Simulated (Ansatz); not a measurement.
# CH4CoO: the cost of one run

Computed with Ansatz 0.2.0 (the levels named in each step, unless a step's input says otherwise).

### Step 1. Starting point

Bond lengths: C1–Co2 1.880 Å, Co2–O3 1.590 Å, C1–H4 1.106 Å, C1–H5 1.090 Å, C1–H6 1.091 Å, O3–H7 0.964 Å. Angles: C1–Co2–O3 112.8°, Co2–C1–H4 98.1°, Co2–C1–H5 115.7°, Co2–C1–H6 115.7°, H4–C1–H5 109.4°, H4–C1–H6 109.3°, H5–C1–H6 108.1°, Co2–O3–H7 153.4°.

As a file:

```xyz
7

C    -1.3796    0.8618    0.4759
Co   -0.0519   -0.2906   -0.1896
O     1.4177    0.1779    0.1941
H    -2.2630    0.3226    0.0859
H    -1.3691    1.8752    0.0751
H    -1.4471    0.9276    1.5626
H     2.0513    0.7724    0.6106
```

### Step 2. A rough first relaxation, PBE-D4/def2-SVP

This run stands in another session on the same molecule. It ended at:

```xyz
7

C    -1.3103    0.8772    0.4797
Co   -0.0973   -0.1355   -0.5132
O     1.3725    0.0205    0.3074
H    -2.1843    0.2072    0.2583
H    -1.3348    1.8519   -0.0608
H    -1.1399    0.9840    1.5664
H     1.6526    0.8416    0.7768
```

### Step 3. Relaxation, r2SCAN-D4/def2-TZVPP

The input, input.yaml:

```yaml
crystal:
  periodic: [false, false, false]
  atoms:
    - { symbol: C, position_ang: [-1.31034791, 0.87723337, 0.47967008] }
    - { symbol: Co, position_ang: [-0.09733676, -0.1354758, -0.51316617] }
    - { symbol: O, position_ang: [1.37246501, 0.02052735, 0.30744189] }
    - { symbol: H, position_ang: [-2.18434263, 0.20716776, 0.2583244] }
    - { symbol: H, position_ang: [-1.3347957, 1.85187623, -0.06082426] }
    - { symbol: H, position_ang: [-1.13986011, 0.98396522, 1.56638715] }
    - { symbol: H, position_ang: [1.65256811, 0.84160586, 0.77675691] }
magnetization:
  spin_polarized: true
  initial_magnetization: 2
total_charge: 1
basis:
  gaussian: { orbitals: def2-TZVPP }
hamiltonian:
  xc: r2scan
  dispersion: d4
relax:
  f_tol: 0.002
  max_steps: 150
```

Run with:

```sh
> ansatz run input.yaml --threads 4 --pin off --max-ram 10240MiB --backend cpu --events-out ev --progress --plain --runs-dir out
```

What time and memory should one allow on 4 threads of Intel Xeon at 2.50GHz (Skylake/Cascade Lake), shared host?

About 4.3 min, with a peak of 0.52 GiB.
